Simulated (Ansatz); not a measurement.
# Cr: the cost of one run

Computed with Ansatz 0.2.0 (DFT r2SCAN, PAW, plane waves, scalar-relativistic, unless a step's input says otherwise).

### 1 The system as given

The structure is hexagonal, space group P6_3/mmc (No. 194). The conventional cell has a = 2.714 Å, b = 2.714 Å, c = 4.410 Å, α = 90.00°, β = 90.00°, γ = 120.00°. Cr (site symmetry -6m2) is surrounded by 12 Cr at 2.71 Å.

Structure file:

```cif
data_structure
_symmetry_space_group_name_H-M 'P 1'
_symmetry_Int_Tables_number 1
_cell_length_a 2.7140
_cell_length_b 2.7140
_cell_length_c 4.4100
_cell_angle_alpha 90.000
_cell_angle_beta 90.000
_cell_angle_gamma 120.000
_cell_volume 28.13
loop_
_atom_site_label
_atom_site_type_symbol
_atom_site_fract_x
_atom_site_fract_y
_atom_site_fract_z
_atom_site_occupancy
Cr1 Cr 0.33333 0.66667 0.25000 1
Cr2 Cr 0.66667 0.33333 0.75000 1
```

In tables a label like Cr2 counts atoms in the order of input.yaml; a structure file may count by element.

Known so far: 9 plain starts ended in 3 states. The lowest came from “opposed moments +-, plain SCF [Cr1 3.00, Cr2 -3.00 μB]”: antiferromagnetic, site moments Cr1 2.91, Cr2 -2.91 μB, total 0.00 μB per cell, no gap on the k-mesh, free energy -6764.1539 eV.

Runs to come: parallel moments, default search for lower states; opposed moments +-, default search for lower states; the moments typed in its input, symmetry off, plain SCF; the moments typed in its input, standard search for lower states.

“Plain SCF” means no search for lower states. The default search runs further SCF cycles only where the state itself hints at a lower one. The standard and full searches may also try other magnetic orders and fillings, and need not reach the lowest state. With a search on, the program may also reshape the start on open shells. Ends within 0.2 meV/atom and 0.1 μB count as one state.

Site moments are integrals over atomic spheres and don't add up to the total.

### 2 Parallel moments, default search for lower states

input.yaml

```yaml
crystal:
  lattice:
    - [2.71399872, 0.0, 0.0]
    - [-1.35699936, 2.35039184, 0.0]
    - [0.0, 0.0, 4.41]
  atoms:
    - { symbol: Cr, position: [0.33333333, 0.66666667, 0.25], spin: 3.0 }
    - { symbol: Cr, position: [0.66666667, 0.33333333, 0.75], spin: 3.0 }
magnetization:
  spin_polarized: true
hamiltonian:
  xc: r2scan
  pseudopotentials: { kind: paw }
basis:
  ecutwfc: 500
kpoints:
  mp_grid: { grid: [11, 11, 6] }
scf:
  occupations: { method: gaussian, width: 0.1 }
output:
  forces: true
  stress: true
  write_density: true
  write_potential: true
  elf: true
  volumetric_format: npy
```

Started as:

```console
ansatz run input.yaml --threads 2 --pin off --max-ram 5120MiB --backend cpu --events-out ev --progress --plain --runs-dir out
```

What time and memory should one allow on 2 threads of Arm Neoverse V2, shared host?

About 20 s, with a peak of 0.57 GiB.
